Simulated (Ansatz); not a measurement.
Runs of Ansatz 0.2.0 on BiTe. Symmetry: Fm-3m, No. 225, cubic system. Conventional cell: a = 6.470 Å, b = 6.470 Å, c = 6.470 Å, α = 90.00°, β = 90.00°, γ = 90.00°. Bi (site symmetry m-3m) is surrounded by 6 Te at 3.23 Å. Te (site symmetry m-3m) has 6 Bi at 3.23 Å as nearest neighbours. 

```csv
task,level,potentials or basis,cell,k mesh,cutoff (eV),smearing,points for each segment of the path,screening (1/Å),share of exact exchange,mesh quality,gap on the mesh (eV),pressure (GPa),V0 of scaled cells (Å³/atom),B0 (GPa)
single point,RPBE,Ansatz PAW,"another cell of the same crystal, with 2 atoms",7 × 7 × 7,420,gaussian 0.1 eV,-,-,-,not flagged,none,2.2,-,-
equation of state,LDA,Ansatz PAW,as given,7 × 7 × 7,420,fermi-dirac 0.05 eV,-,-,-,not flagged,-,-,32.10,(b)
projected density of states,LDA,JTH PAW LDA,as given,7 × 7 × 7,1800,methfessel-paxton 0.15 eV,-,-,-,not flagged,none,-2.7,-,-
band structure,PBE,Ansatz PAW,as given,5 × 5 × 5,420,fermi-dirac 0.05 eV,14,-,-,not flagged,none,0.7,-,-
single point,HSE06 form with a typed share of exact exchange,Ansatz PAW,as given,4 × 4 × 4,420,fermi-dirac 0.05 eV,-,0.15,0.25,coarse,none,-,-,-
single point,PBE0,Ansatz PAW,as given,6 × 6 × 6,420,fermi-dirac 0.05 eV,-,-,-,not flagged,none,-,-,-
equation of state,PBE,Ansatz PAW soft_1,as given,7 × 7 × 7,420,fermi-dirac 0.05 eV,-,-,-,not flagged,-,-,34.51,(a)
single point,HSE06 form with a typed share of exact exchange,Ansatz PAW,as given,4 × 4 × 4,420,fermi-dirac 0.05 eV,-,0.6,0.25,coarse,none,-,-,-
```

Alike in all rows: no spin polarisation.

Question: Estimate the missing entries.

Answer: (a) 46; (b) 56.

Caveats: some runs use coarse meshes; spin-orbit coupling is left out, which moves the levels of the heavy elements; the PAW data sets come from PBE, with cores solved anew for the run's functional, which leaves a small shift of forces and pressure (some runs); the potentials were made for another functional, which shifts forces and pressure (some runs).

A k mesh can miss the band edges, and the runs leave out spin-orbit coupling on Bi, Te.

A gap of «none» marks a metal or a gap under the smearing width.

Not every run made on this cell is shown here.
